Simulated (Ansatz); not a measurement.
# Ba2NF (R-3m): scan of the energy under strain in Python

What does a strain cost in Ba2NF (R-3m)? Aim: a scan of the energy under strain, for Ba2NF (R-3m), run from a script.

Program: Ansatz 0.2.0 through its Python package. Level of theory: DFT r2SCAN, plane waves, PAW. These are calculated values, not measurements.

### 1 Starting point

Symmetry: R-3m, No. 166, trigonal system. Conventional cell: a = 4.022 Å, b = 4.022 Å, c = 20.025 Å, α = 90.00°, β = 90.00°, γ = 120.00°. Ba (site symmetry 3m) is surrounded by 3 N at 2.77 Å and 3 F at 2.95 Å. N (site symmetry -3m) has 6 Ba at 2.77 Å as nearest neighbours. F (site symmetry -3m) is surrounded by 6 Ba at 2.95 Å.

No structure file is read: the coordinates are typed or built in the script.

### 2 Script

ba2nf.py

```python
'''Energy of Ba2NF under tetragonal strain, ions carried with the cell.'''

from dataclasses import dataclass

import ansatz as az
import numpy as np
from tabulate import tabulate


@dataclass
class RunConfig:
    cutoff: int = 300
    filling: str = 'fermi_dirac'
    width_ev: float = 0.02
    mesh: tuple[int, ...] = (6, 6, 6)


settings = RunConfig()

VECTORS = np.array([
    [2.010822, 1.160949, 6.675103],
    [-2.010822, 1.160949, 6.675103],
    [0.0, -2.321898, 6.675103],
])
SITES = [
    ('Ba', [0.75764, 0.75764, 0.75764]),
    ('Ba', [0.24236, 0.24236, 0.24236]),
    ('N', [0.5, 0.5, 0.5]),
    ('F', [0.0, 0.0, 0.0]),
]


def on_lattice(cell):
    crystal = az.Crystal(lattice=az.Lattice.of(cell))
    for symbol, position in SITES:
        crystal = crystal.atom(symbol, position)
    return crystal


def main() -> None:
    # clamped ions: the fractional positions stay as typed
    values = np.linspace(-0.01, 0.01, 5)
    energies = []
    for d in values:
        strain = np.diag([d, d, (1 + d) ** -2 - 1])
        cell = VECTORS @ (np.eye(3) + strain)
        setup = (
            on_lattice(cell).calculation()
            .basis(settings.cutoff, density_ratio=6)
            .functional(az.Functional.R2SCAN)
            .pseudopotentials('paw')
            .occupations(settings.filling, width=settings.width_ev)
            .kpoints(*settings.mesh)
        )
        data = setup.run(threads=1, pin='off').report
        energies.append(data['free_energy_ev'] / len(SITES))
        print(f'd = {d:+.4f}  F = {energies[-1]:.5f} eV/atom')
    energies = np.array(energies)

    print(tabulate(zip(values, 1000 * (energies - energies.min())), headers=['strain', 'dE (meV/atom)'], floatfmt='.3f'))
    curvature = 2 * np.polyfit(values, energies, 3)[1]
    volume = abs(np.linalg.det(VECTORS)) / len(SITES)
    print(f'd2E/dd2 over the volume: {curvature / volume * 160.21766:.1f} GPa')


if __name__ == '__main__':
    main()
```

### 3 The calls as engine input

The package turns the script's settings into the engine's input (first run):

```yaml
crystal:
  lattice:
    - [1.99071378, 1.14933951, 6.810634629119477]
    - [-1.99071378, 1.14933951, 6.810634629119477]
    - [0.0, -2.29867902, 6.810634629119477]
  atoms:
    - { symbol: Ba, position: [0.75764, 0.75764, 0.75764] }
    - { symbol: Ba, position: [0.24236, 0.24236, 0.24236] }
    - { symbol: "N", position: [0.5, 0.5, 0.5] }
    - { symbol: F, position: [0.0, 0.0, 0.0] }
basis:
  ecutwfc: 300.0
  ecutrho_ratio: 6
kpoints:
  mp_grid:
    grid: [6, 6, 6]
hamiltonian:
  xc: r2scan
  pseudopotentials:
    kind: paw
scf:
  occupations:
    method: fermi_dirac
    width: 0.02
```

### 4 Running it

Run with:

```bash
$ python ba2nf.py
```

Q: Predict the main results. Wanted: range of energy; lowest point, strain.

As calculated:

```
            quantity          value
       runs compared              5
     range of energy  3.35 meV/atom
lowest point, strain          0.005
```

Runs 1, 2, 3, 4, 5: each has a cutoff under the recommended one, so what rests on them isn't a property of the system. The lowest point, at 0.005, lies inside the range. The ends stand 3.35 and 2.33 meV/atom above it. Notes:
- The cutoff lies under the one recommended for these potentials.
- Under the recommended cutoff a pressure can be off by several GPa, even in sign.
- The curvature belongs to this strain pattern and to the cell's stress; it equals a single elastic constant only for simple patterns.
- The structure comes from a database of computed cells and needn't be a stable or known phase.
- The ions keep their fractional positions (clamped ions).
